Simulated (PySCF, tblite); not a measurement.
**C₄H₁₁B₃S: geometry, infrared bands and NMR shifts**

What infrared bands and NMR shifts should C₄H₁₁B₃S (`CCB1CB(C)BS1`) show?

The runs use tblite 0.8.0 and PySCF 2.14.0, with density-fitted response routines of our own; the level of theory stands in each step. All values are computed, except where a source is named. Atoms count from 0, in the outputs and in this text.

## 1. The molecule as given

19 atoms, charge 0, multiplicity 1; geometry from: force field or distance geometry start.

Bonds of the start (Å): C0–C1 1.52, C1–B2 1.59, B2–C3 1.59, C3–B4 1.58, B4–C5 1.59, B4–B6 1.66, B6–S7 1.89, S7–B2 1.89, C0–H8 1.11, C0–H9 1.10, C0–H10 1.12, C1–H11 1.12, C1–H12 1.11, C3–H13 1.11, C3–H14 1.11, C5–H15 1.10, C5–H16 1.11, C5–H17 1.10, B6–H18 1.17.

## 2. Geometry optimisation with GFN2-xTB

What the job is given:

```
{"job": {"kind": "relax", "xc": "GFN2-xTB", "basis": "xTB"}, "charge": 0, "multiplicity": 1}
C      1.826700    -0.476800    -1.020700
C      2.099300     0.260200     0.279600
B      0.810000     0.983800     0.858500
C     -0.377100     0.119000     1.468000
B     -1.583600     0.283700     0.465900
C     -2.374700    -0.987900    -0.079200
B     -1.293500     1.563500    -0.558200
S      0.202500     2.563400     0.006900
H      1.049600    -1.260600    -0.868500
H      2.743200    -0.963800    -1.376000
H      1.468800     0.238700    -1.799100
H      2.465200    -0.474300     1.047300
H      2.892300     1.016000     0.132600
H     -0.654100     0.518700     2.466200
H     -0.087500    -0.946800     1.573000
H     -1.710000    -1.581100    -0.726700
H     -2.688300    -1.610100     0.785000
H     -3.267900    -0.670600    -0.645200
H     -1.530700     1.434300    -1.698600
```

Command:

```bash
$ OMP_NUM_THREADS=1 python probes_run.py task.json out
```

The driver reads the jobs from task.json and runs them one after another.

**Question.** This job is followed by: GFN2-xTB harmonic vibrations, gas phase; GIAO PBE0/pcSseg-1 NMR shielding, non-relativistic, gas phase. Predict these results of the whole session: strongest single infrared mode (GFN2-xTB); zero-point energy (GFN2-xTB); 13C shifts against TMS (PBE0/pcSseg-1); 1H shifts against TMS (PBE0/pcSseg-1, means over atoms taken as alike); 11B shifts against BF3·OEt2 (PBE0/pcSseg-1); 33S shifts against CS2 (PBE0/pcSseg-1); surface potential, 1st and 99th percentile.

As calculated:

| quantity | value |
| --- | --- |
| strongest single infrared mode (GFN2-xTB) | 2648 cm⁻¹, 142 km/mol |
| zero-point energy (GFN2-xTB) | 94.0 kcal/mol |
| 13C shifts against TMS (PBE0/pcSseg-1) | 57.3, 23.2, 13.1, 11.8 ppm |
| 1H shifts against TMS (PBE0/pcSseg-1, means over atoms taken as alike) | 8.92, 2.67, 1.76, 1.10, 0.98 ppm |
| 11B shifts against BF3·OEt2 (PBE0/pcSseg-1) | 87.3, 86.7, 78.0 ppm |
| 33S shifts against CS2 (PBE0/pcSseg-1) | 262 ppm |
| surface potential, 1st and 99th percentile | -0.65 V and 0.97 V |

What this shows: Relaxing lowered the energy by 0.965 eV in 72 steps; the close pair that moved most is B6–S7, from 1.886 to 1.793 Å. The lowest mode is slightly imaginary (13i cm⁻¹), a soft motion within the noise of the Hessian, so the minimum is not strictly shown. The strongest single mode, at 2648 cm⁻¹, moves mainly H18. Unscaled tight-binding wavenumbers are off by several per cent, some by more. Its intensities can rank the bands wrongly. At PBE0/pcSseg-1: Shielding is most anisotropic at S7 (span 868 ppm, paramagnetic term -818 ppm). By nearest atom (PBE0/pcSseg-1), the HOMO sits on S7 24 %; B4, B6 about 21 % each and the LUMO on B6 35 %; B4 26 %.
